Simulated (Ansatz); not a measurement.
# ScAl3N4 (Sc-Al-N wurtzite alloy): the cost of one run

Method: DFT PBE, scalar-relativistic, plane waves, PAW, in Ansatz 0.2.0.

## (1) The structure to begin with

Symmetry: Cm, No. 8, monoclinic system. Conventional cell: a = 11.209 Å, b = 6.471 Å, c = 10.024 Å, α = 90.00°, β = 90.00°, γ = 90.00°. Al (site symmetry 1) has 4 N at 1.92 to 1.96 Å as nearest neighbours. Around Sc (site symmetry m) lie 4 N at 1.92 to 1.96 Å. Al (site symmetry m) is surrounded by 4 N at 1.92 to 1.96 Å. Only part of the 24 independent sites is listed.

Coordinates:

```
Al Sc N
1.0
     6.47150    0.00000    0.00000
    -3.23575    5.60448    0.00000
     0.00000    0.00000   10.02400
Al Sc N
12 4 16
Direct
  0.16667 0.33333 0.00000
  0.16667 0.33333 0.50000
  0.16667 0.83333 0.50000
  0.66667 0.33333 0.00000
  0.66667 0.33333 0.50000
  0.66667 0.83333 0.00000
  0.33333 0.66667 0.25000
  0.33333 0.66667 0.75000
  0.83333 0.16667 0.25000
  0.83333 0.16667 0.75000
  0.83333 0.66667 0.25000
  0.83333 0.66667 0.75000
  0.16667 0.83333 0.00000
  0.66667 0.83333 0.50000
  0.33333 0.16667 0.25000
  0.33333 0.16667 0.75000
  0.16667 0.33333 0.19150
  0.16667 0.33333 0.69150
  0.16667 0.83333 0.19150
  0.16667 0.83333 0.69150
  0.66667 0.33333 0.19150
  0.66667 0.33333 0.69150
  0.66667 0.83333 0.19150
  0.66667 0.83333 0.69150
  0.33333 0.16667 0.44150
  0.33333 0.16667 0.94150
  0.33333 0.66667 0.44150
  0.33333 0.66667 0.94150
  0.83333 0.16667 0.44150
  0.83333 0.16667 0.94150
  0.83333 0.66667 0.44150
  0.83333 0.66667 0.94150
```

## (2) Relaxing cell and atoms: ScAl3N4 (Sc-Al-N wurtzite alloy), no spin

input.yaml

```yaml
crystal:
  lattice:
    - [6.4715, 0.0, 0.0]
    - [-3.23575, 5.6044834006, 0.0]
    - [0.0, 0.0, 10.024]
  atoms:
    - { symbol: Al, position: [0.1666666667, 0.3333333333, 0.0] }
    - { symbol: Al, position: [0.1666666667, 0.3333333333, 0.5] }
    - { symbol: Sc, position: [0.1666666667, 0.8333333333, 0.0] }
    - { symbol: Al, position: [0.1666666667, 0.8333333333, 0.5] }
    - { symbol: Al, position: [0.6666666667, 0.3333333333, 0.0] }
    - { symbol: Al, position: [0.6666666667, 0.3333333333, 0.5] }
    - { symbol: Al, position: [0.6666666667, 0.8333333333, 0.0] }
    - { symbol: Sc, position: [0.6666666667, 0.8333333333, 0.5] }
    - { symbol: Sc, position: [0.3333333333, 0.1666666667, 0.25] }
    - { symbol: Sc, position: [0.3333333333, 0.1666666667, 0.75] }
    - { symbol: Al, position: [0.3333333333, 0.6666666667, 0.25] }
    - { symbol: Al, position: [0.3333333333, 0.6666666667, 0.75] }
    - { symbol: Al, position: [0.8333333333, 0.1666666667, 0.25] }
    - { symbol: Al, position: [0.8333333333, 0.1666666667, 0.75] }
    - { symbol: Al, position: [0.8333333333, 0.6666666667, 0.25] }
    - { symbol: Al, position: [0.8333333333, 0.6666666667, 0.75] }
    - { symbol: "N", position: [0.1666666667, 0.3333333333, 0.1915] }
    - { symbol: "N", position: [0.1666666667, 0.3333333333, 0.6915] }
    - { symbol: "N", position: [0.1666666667, 0.8333333333, 0.1915] }
    - { symbol: "N", position: [0.1666666667, 0.8333333333, 0.6915] }
    - { symbol: "N", position: [0.6666666667, 0.3333333333, 0.1915] }
    - { symbol: "N", position: [0.6666666667, 0.3333333333, 0.6915] }
    - { symbol: "N", position: [0.6666666667, 0.8333333333, 0.1915] }
    - { symbol: "N", position: [0.6666666667, 0.8333333333, 0.6915] }
    - { symbol: "N", position: [0.3333333333, 0.1666666667, 0.4415] }
    - { symbol: "N", position: [0.3333333333, 0.1666666667, 0.9415] }
    - { symbol: "N", position: [0.3333333333, 0.6666666667, 0.4415] }
    - { symbol: "N", position: [0.3333333333, 0.6666666667, 0.9415] }
    - { symbol: "N", position: [0.8333333333, 0.1666666667, 0.4415] }
    - { symbol: "N", position: [0.8333333333, 0.1666666667, 0.9415] }
    - { symbol: "N", position: [0.8333333333, 0.6666666667, 0.4415] }
    - { symbol: "N", position: [0.8333333333, 0.6666666667, 0.9415] }
scf:
  occupations: { method: fixed }
output:
  forces: true
  stress: true
  eigenvalues: true
  write_density: true
  write_potential: true
  elf: true
  volumetric_format: npy
hamiltonian:
  xc: pbe
basis:
  ecutwfc: 560
kpoints:
  mp_grid: { grid: [3, 3, 2] }
relax:
  f_tol: 0.005
  max_steps: 80
  cell: { stress_tol: 0.1 }
```

On the command line:

```sh
ansatz run input.yaml --threads 8 --pin off --max-ram 24576MiB --backend cpu --events-out ev --progress --plain --runs-dir out
```

What time and memory should one allow on 8 threads of Intel Xeon 6975P-C (Granite Rapids), shared host?

About 40 s, with a peak of 2.3 GiB.
